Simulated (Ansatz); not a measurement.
**C3H9Cl3SeSi2: up Jacob's ladder to CCSD(T)**

Aim: compute C3H9Cl3SeSi2 with functionals from several rungs and with coupled cluster, and see how far each lands from CCSD(T) at the basis-set limit for the atomisation energy.

The runs use Ansatz 0.2.0, Gaussian basis; functionals in def2-TZVPP, the program's frozen cores in correlated methods.

Plan: LDA (SPW92), PBE-D4, revPBE-D4, BLYP-D4, r2SCAN-D4, B97M-V, PBE0-D4, B3LYP-D4, r2SCANh-D4, r2SCAN0-D4, HSE06-D4, BHLYP-D4, CAM-B3LYP-D4, LC-ωPBE, ωB97X-V, ωB97M-V, B2PLYP, PBE-QIDH; CCSD(T)/def2-SVP; CCSD(T)/def2-TZVPP; MP2/def2-QZVPP; extrapolation to the limit; RPA on PBE.

### Step 1. Structure used throughout

The geometry comes from an earlier relaxation with PBE0-D4 in a triple-zeta def2 set; it is a stationary point, not always the lowest conformer.

SMILES `C[Si](C)(C)[Se][Si](Cl)(Cl)Cl`, 18 atoms, charge 0, spin multiplicity 1.

Atoms are counted from 1 here; the program's logs count them from 0.

Bond lengths: C1–Si2 1.863 Å, C1–H10 1.095 Å, C1–H11 1.091 Å, C1–H12 1.092 Å, Si2–C3 1.867 Å, Si2–C4 1.863 Å, Si2–Se5 2.330 Å, C3–H13 1.094 Å, C3–H14 1.092 Å, C3–H15 1.092 Å, C4–H16 1.095 Å, C4–H17 1.091 Å, C4–H18 1.091 Å, Se5–Si6 2.227 Å, Si6–Cl7 2.036 Å, Si6–Cl8 2.046 Å, Si6–Cl9 2.042 Å. Angles: Si2–C1–H10 109.9°, Si2–C1–H11 111.3°, Si2–C1–H12 110.8°, H10–C1–H11 108.3°, H10–C1–H12 108.3°, H11–C1–H12 108.2°, C1–Si2–C3 111.0°, C1–Si2–C4 111.8°, C1–Si2–Se5 108.8°, C3–Si2–C4 111.2°, C3–Si2–Se5 102.1°, C4–Si2–Se5 111.5°, Si2–C3–H13 109.8°, Si2–C3–H14 111.2°, Si2–C3–H15 111.4°, H13–C3–H14 108.2°, H13–C3–H15 107.9°, H14–C3–H15 108.3° and more.

As a file:

```xyz
18

C     0.40160   -1.04846   -1.68002
Si    0.60200   -0.24681   -0.00987
C     2.38142   -0.30492    0.55127
C    -0.53099   -1.00447    1.26055
Se    0.23270    2.04356   -0.22830
Si   -1.98903    2.13403   -0.10973
Cl   -2.56756    3.98030   -0.74231
Cl   -2.93118    0.74015   -1.27378
Cl   -2.70915    1.88043    1.78384
H     0.64286   -2.11401   -1.61242
H    -0.62174   -0.95206   -2.04597
H     1.07062   -0.59214   -2.41264
H     2.70927   -1.34552    0.63484
H     2.50424    0.17112    1.52624
H     3.03988    0.19817   -0.16061
H    -0.23504   -2.04712    1.41548
H    -0.46415   -0.48361    2.21719
H    -1.57355   -0.99727    0.93814
```

### Step 2. LDA

This LDA is Slater exchange with PW92 correlation.

The input, in.yaml:

```yaml
crystal:
  periodic: [false, false, false]
  atoms:
    - {symbol: C, position_ang: [0.401599, -1.048459, -1.680016]}
    - {symbol: Si, position_ang: [0.602000, -0.246812, -0.009866]}
    - {symbol: C, position_ang: [2.381418, -0.304917, 0.551268]}
    - {symbol: C, position_ang: [-0.530986, -1.004469, 1.260550]}
    - {symbol: Se, position_ang: [0.232702, 2.043559, -0.228301]}
    - {symbol: Si, position_ang: [-1.989032, 2.134032, -0.109731]}
    - {symbol: Cl, position_ang: [-2.567561, 3.980299, -0.742308]}
    - {symbol: Cl, position_ang: [-2.931177, 0.740148, -1.273781]}
    - {symbol: Cl, position_ang: [-2.709146, 1.880432, 1.783840]}
    - {symbol: H, position_ang: [0.642862, -2.114005, -1.612418]}
    - {symbol: H, position_ang: [-0.621740, -0.952057, -2.045968]}
    - {symbol: H, position_ang: [1.070615, -0.592140, -2.412642]}
    - {symbol: H, position_ang: [2.709267, -1.345515, 0.634838]}
    - {symbol: H, position_ang: [2.504236, 0.171125, 1.526241]}
    - {symbol: H, position_ang: [3.039884, 0.198174, -0.160613]}
    - {symbol: H, position_ang: [-0.235036, -2.047116, 1.415475]}
    - {symbol: H, position_ang: [-0.464155, -0.483612, 2.217194]}
    - {symbol: H, position_ang: [-1.573550, -0.997269, 0.938137]}
basis:
  gaussian: {orbitals: def2-TZVPP}
hamiltonian: {xc: lda}
output: {orbitals: {seedname: orbitals}}
```

Further steps of the session: PBE-D4 (GGA); revPBE-D4 (GGA); BLYP-D4 (GGA); r2SCAN-D4 (meta-GGA); B97M-V (meta-GGA); PBE0-D4 (hybrid); B3LYP-D4 (hybrid); r2SCANh-D4 (hybrid); r2SCAN0-D4 (hybrid); HSE06-D4 (hybrid); BHLYP-D4 (hybrid); CAM-B3LYP-D4 (range-separated); LC-ωPBE (range-separated); ωB97X-V (range-separated); ωB97M-V (range-separated); B2PLYP (double hybrid); PBE-QIDH (double hybrid); CCSD(T) in def2-SVP; CCSD(T) in def2-TZVPP; MP2 in def2-QZVPP; RPA on PBE orbitals.

**Question.** What will the summary of the whole plan be? Wanted: atomisation energy, CCSD(T)/CBS; farthest beyond LDA; mean size of error, GGA; mean size of error, meta-GGA; mean size of error, hybrid; mean size of error, range-separated; mean size of error, double hybrid; gap, smallest and largest; T1 diagnostic.

The runs gave:

| quantity | value |
| --- | --- |
| atomisation energy, CCSD(T)/CBS | 68.724 eV |
| functionals within 0.687 eV (1.0 %) | revPBE-D4, r2SCAN-D4, B97M-V, PBE0-D4, B3LYP-D4, r2SCANh-D4, r2SCAN0-D4, HSE06-D4, CAM-B3LYP-D4, ωB97X-V, ωB97M-V, PBE-QIDH |
| farthest beyond LDA | BHLYP-D4 (-1.710 eV) |
| mean size of error, GGA | 0.814 eV |
| mean size of error, meta-GGA | 0.315 eV |
| mean size of error, hybrid | 0.512 eV |
| mean size of error, range-separated | 0.379 eV |
| mean size of error, double hybrid | 0.775 eV |
| gap, smallest and largest | 4.51 eV (LDA (SPW92)), 11.57 eV (LC-ωPBE) |
| T1 diagnostic | 0.0095 |
| triples share of the correlation energy | 4.2 % |

What this shows: LDA overbinds by 8.754 eV (13 %). PBE-D4 misses by +0.791 eV. Double hybrids carry the basis error of their MP2 part in triple zeta, and no dispersion term here, so their miss is partly the set-up's. The rungs meta-GGA, range-separated, hybrid miss on average by less than the doubt on the reference (0.687 eV), so they tie. The reference freezes the cores and leaves out relativity and excitations past (T), and its outer-core shells are covered unevenly, so misses under about 0.687 eV can't be ranked. All levels share the lack of spin-orbit coupling, which lowers the free heavy atoms and so the true binding. Hartree-Fock recovers 75 % of the binding; the rest is correlation. CCSD(T) in def2-SVP is off by -4.611 eV, so the small basis spoils what the method gains. The gap grows from 4.5 to 11.6 eV across the functionals, mostly with the share of exact exchange. Correlated methods include outer-core shells of Se, which these sets cover unevenly.
